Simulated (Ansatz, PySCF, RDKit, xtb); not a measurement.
# Which structure has the formula InNH4S?

Task: start from the formula InNH4S, draw up candidate structures, narrow them down in stages, and characterise the one that lies lowest at 298.15 K.

Plan: many cheap relaxations first (GFN2-xTB), then density-functional screening, relaxation at BLYP-D3(BJ)/def2-SVP, vibrations and a final energy. The numbers are computed, not measured.

3 further runs of the same task are left out: 3 set aside as unsound or not needed.

## Step 1: Candidates

All bonding patterns within simple valence rules are listed by program: one Lewis structure each, at most two rings and one unusual centre or charged pair. O–O, O–halogen and N–halogen bonds and N–N–N chains are not drawn. That gives 10 candidates.

| label | SMILES | spin |
| --- | --- | --- |
| c205 | [NH2][InH][SH] | singlet |
| c227 | N=[S+][InH3-] | singlet |
| c315 | [NH2+]1[S][InH2-]1 | singlet |
| c350 | [S-][NH2+][InH2] | singlet |
| c436 | [SH]#[N+][InH3-] | singlet |
| c456 | S=[NH+][InH3-] | singlet |
| c473 | N=[SH][InH2] | singlet |
| c519 | S[NH][InH2] | singlet |
| c765 | [NH]1[SH+][InH2-]1 | singlet |
| c795 | N[S][InH2] | singlet |

Candidates are built by distance geometry, with a force field where one applies, in up to four conformers (letters a to d). 10 starts with atoms placed at random are added, to find patterns that the rules miss.

**Question.** With final energies at CCSD(T)/def2-TZVP, which structure will this search put lowest in free energy, and by what margin?

| quantity | value |
| --- | --- |
| lowest structure found | [NH2][InH][SH], singlet, C1 |
| next finalist | [NH2]1[S][InH2]1 ‡, singlet, 30.0 kcal/mol higher in G |
| share at equilibrium, among the finalists | 100.0 % |
| harmonic wavenumbers, lowest and highest (BLYP-D3(BJ)/def2-SVP) | 106 and 3504 cm⁻¹ |
| rotational constants, same geometry | 0.329, 0.08621, 0.06847 cm⁻¹ |
| dipole moment (PBE0/def2-TZVPD) | 2.11 D |
| HOMO energy (PBE0/def2-TZVPD) | -7.13 eV |
| LUMO energy (PBE0/def2-TZVPD) | -1.36 eV |
| HOMO–LUMO gap (PBE0/def2-TZVPD) | 5.77 eV |
| lowest excitation (TD-B3LYP/def2-SVPD) | 4.46 eV (f = 0.022) |
| strongest of the states computed, same level | 5.06 eV (f = 0.091) |
| lowest triplet excitation, same level, Tamm-Dancoff | 3.87 eV |
| vertical ionisation energy | 9.01 eV |
| vertical electron affinity | -0.03 eV (unbound: the value depends on the basis) |
| vertical triplet less singlet | +4.12 eV |

`[NH2][InH][SH]` comes out lowest. Among the finalists first place is clear (30.0 kcal/mol); structures outside the list aren't covered. GFN2-xTB, HF/STO-3G, r2SCAN-D4/def2-SVP, BLYP-D3(BJ)/def2-SVP, HF/def2-TZVP and MP2/def2-TZVP already put its bonding pattern lowest among the structures in one piece. Spin-orbit coupling, which matters for elements this heavy, is left out. A loose complex, c791, lay -27.0 kcal/mol from the best structure in one piece at the screening level; it was neither relaxed nor ranked, and may be the true minimum. Lowest found is not proven lowest: the search is finite, and each finalist counts with one conformer. Patterns outside the rules of the enumeration were met only by chance.

‡ marks the bonded skeleton alone, with all bonds drawn single: no Lewis structure was assigned that passes a check against the bond lengths.
